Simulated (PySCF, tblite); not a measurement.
# C₄H₁₅NOSi₂: geometry, infrared bands and NMR shifts

What infrared bands and NMR shifts should C₄H₁₅NOSi₂ (`CCO[SiH2]CN(C)[SiH3]`) show?

Computed with tblite 0.8.0 and PySCF 2.14.0, with density-fitted response routines of our own, on a single molecule in the gas phase. Atoms count from 0, in the outputs and in this text.

### 1 Starting geometry

23 atoms, charge 0, multiplicity 1; geometry from: force field or distance geometry start.

Bonds of the start (Å): C0–C1 1.52, C1–O2 1.38, O2–Si3 1.73, Si3–C4 1.86, C4–N5 1.45, N5–C6 1.45, N5–Si7 1.80, C0–H8 1.11, C0–H9 1.11, C0–H10 1.09, C1–H11 1.12, C1–H12 1.09, Si3–H13 1.49, Si3–H14 1.46, C4–H15 1.13, C4–H16 1.10, C6–H17 1.10, C6–H18 1.11, C6–H19 1.11, Si7–H20 1.48, Si7–H21 1.46, Si7–H22 1.48.

### 2 Geometry optimisation with GFN2-xTB

What the job is given:

```
{"job": {"kind": "relax", "xc": "GFN2-xTB", "basis": "xTB"}, "charge": 0, "multiplicity": 1}
C      3.939600     0.589900     0.550200
C      2.832800    -0.090000    -0.243200
O      1.602200     0.498800    -0.059300
Si     0.447600    -0.364500    -1.011400
C     -1.035800    -0.861800    -0.006200
N     -1.756100     0.276400     0.530800
C     -2.232800     1.175100    -0.501800
Si    -3.232100    -0.409500     1.301200
H      3.638700     0.603100     1.623000
H      4.793700    -0.120600     0.512300
H      4.202800     1.582200     0.172900
H      2.751700    -1.130200     0.169500
H      3.077200    -0.064800    -1.302900
H      1.118500    -1.625900    -1.424700
H      0.094400     0.335600    -2.247700
H     -0.642100    -1.398800     0.906800
H     -1.690500    -1.587300    -0.519400
H     -2.265000     0.705300    -1.499300
H     -1.553600     2.051200    -0.477900
H     -3.232700     1.514500    -0.164700
H     -4.372400     0.446200     0.913200
H     -3.450800    -1.784100     0.846500
H     -3.040400    -0.313900     2.760600
```

Launch:

```console
$ OMP_NUM_THREADS=1 python probes_run.py task.json out
```

One launch serves the whole session: the jobs run in the order shown.

**Question.** This job is followed by: GFN2-xTB harmonic vibrations, gas phase; GIAO PBE0/pcSseg-1 NMR shielding, non-relativistic, gas phase. Predict these results of the whole session: strongest single infrared mode (GFN2-xTB); zero-point energy (GFN2-xTB); ¹³C shifts against TMS (PBE0/pcSseg-1); ¹H shifts against TMS (PBE0/pcSseg-1, means over atoms taken as alike); ¹⁷O shifts against H2O (PBE0/pcSseg-1); ²⁹Si shifts against TMS (PBE0/pcSseg-1); ¹⁵N shifts against NH3 (PBE0/pcSseg-1).

As calculated:

| quantity | value |
| --- | --- |
| strongest single infrared mode (GFN2-xTB) | 2184 cm⁻¹, 406 km/mol |
| zero-point energy (GFN2-xTB) | 113.6 kcal/mol |
| ¹³C shifts against TMS (PBE0/pcSseg-1) | 63.6, 46.0, 41.1, 19.1 ppm |
| ¹H shifts against TMS (PBE0/pcSseg-1, means over atoms taken as alike) | 4.99, 4.72, 4.05, 2.72, 2.69, 1.36 ppm |
| ¹⁷O shifts against H2O (PBE0/pcSseg-1) | 29.1 ppm |
| ²⁹Si shifts against TMS (PBE0/pcSseg-1) | -40.1, -46.0 ppm |
| ¹⁵N shifts against NH3 (PBE0/pcSseg-1) | 6.3 ppm |

What this shows: Relaxing lowered the energy by 1.568 eV in 283 steps; the close pair that moved most is O2–Si3, from 1.728 to 1.616 Å. All 63 modes are real, so the xTB geometry is a minimum. The strongest single mode, at 2184 cm⁻¹, moves mainly H14. Unscaled tight-binding wavenumbers are off by several per cent, some by more. Its intensities can rank the bands wrongly. The most deshielded carbon is C1 (sp3 CH2 bonded to O), at 63.6 ppm: deshielded by the electronegative neighbour.
